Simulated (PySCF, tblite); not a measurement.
**C2H13O2PSi3: geometry, infrared bands and NMR shifts**

Wanted: the infrared bands and NMR shifts of C2H13O2PSi3 (`CO[SiH2]P[Si@H](C)O[SiH3]`), by calculation.

Computed with tblite 0.8.0 and PySCF 2.14.0, with density-fitted response routines of our own, on a single molecule in the gas phase. Atoms are numbered from 0 throughout.

### 1 Starting geometry

21 atoms, charge 0, multiplicity 1; geometry from: force field or distance geometry start.

Bonds of the start (Å): C0–O1 1.43, O1–Si2 1.64, Si2–P3 2.21, P3–Si4 2.22, Si4–C5 1.84, Si4–O6 1.66, O6–Si7 1.65, C0–H8 1.10, C0–H9 1.09, C0–H10 1.09, Si2–H11 1.47, Si2–H12 1.49, P3–H13 1.40, Si4–H14 1.48, C5–H15 1.10, C5–H16 1.09, C5–H17 1.10, Si7–H18 1.48, Si7–H19 1.49, Si7–H20 1.49.

### 2 Geometry optimisation with GFN2-xTB

What the job is given:

```
{"job": {"kind": "relax", "xc": "GFN2-xTB", "basis": "xTB"}, "charge": 0, "multiplicity": 1}
C      3.777900    -0.804600     0.941100
O      2.518400    -0.708200     0.260700
Si     2.130700     0.720000    -0.455800
P      0.309500     0.419700    -1.667200
Si    -1.084800     0.211100     0.048500
C     -0.983800    -1.481300     0.764200
O     -2.584100     0.570700    -0.568200
Si    -4.129100     0.772500    -0.020600
H      3.832300    -0.089100     1.771000
H      3.854000    -1.809900     1.365900
H      4.602900    -0.652000     0.248500
H      3.225100     1.140100    -1.347300
H      1.910300     1.767800     0.581600
H      0.051700     1.765700    -1.962900
H     -0.759900     1.245900     1.062300
H      0.008900    -1.683900     1.196100
H     -1.702400    -1.601100     1.581100
H     -1.191100    -2.255900     0.017800
H     -4.186900     1.907300     0.932700
H     -4.570600    -0.464500     0.676700
H     -5.037700     1.046500    -1.167500
```

The run is started by

```sh
OMP_NUM_THREADS=1 python probes_run.py task.json out
```

The driver reads the jobs from task.json and runs them one after another.

**Question.** This job is followed by: GFN2-xTB harmonic vibrations, gas phase; GIAO PBE0/pcSseg-1 NMR shielding, non-relativistic, gas phase. What will the session give for the following? strongest single infrared mode (GFN2-xTB); zero-point energy (GFN2-xTB); ¹³C shifts against TMS (PBE0/pcSseg-1); ¹H shifts against TMS (PBE0/pcSseg-1, means over atoms taken as alike); ¹⁷O shifts against H2O (PBE0/pcSseg-1); ²⁹Si shifts against TMS (PBE0/pcSseg-1); ³¹P shifts against H3PO4 (PBE0/pcSseg-1).

The runs gave:

| quantity | value |
| --- | --- |
| strongest single infrared mode (GFN2-xTB) | 1070 cm⁻¹, 712 km/mol |
| zero-point energy (GFN2-xTB) | 88.6 kcal/mol |
| ¹³C shifts against TMS (PBE0/pcSseg-1) | 55.5, 4.8 ppm |
| ¹H shifts against TMS (PBE0/pcSseg-1, means over atoms taken as alike) | 5.85, 5.46, 5.35, 5.10, 3.68, 0.44, 0.24 ppm |
| ¹⁷O shifts against H2O (PBE0/pcSseg-1) | 33.7, -2.0 ppm |
| ²⁹Si shifts against TMS (PBE0/pcSseg-1) | 6.9, -9.8, -44.4 ppm |
| ³¹P shifts against H3PO4 (PBE0/pcSseg-1) | -307.8 ppm |

Relaxing lowered the energy by 0.313 eV in 177 steps; the close pair that moved most is Si4–C5, from 1.840 to 1.898 Å. No mode is imaginary among the 57: a minimum at this level. The strongest single mode, at 1070 cm⁻¹, moves mainly O6. GFN2-xTB is a fitted tight-binding method: band positions and strengths are rough. Its intensities can rank the bands wrongly. The most deshielded carbon is C0 (methyl carbon bonded to O), at 55.5 ppm: deshielded by the electronegative neighbour. At PBE0/pcSseg-1: The widest tensor belongs to P3: span 190 ppm, with a paramagnetic part of -347 ppm.
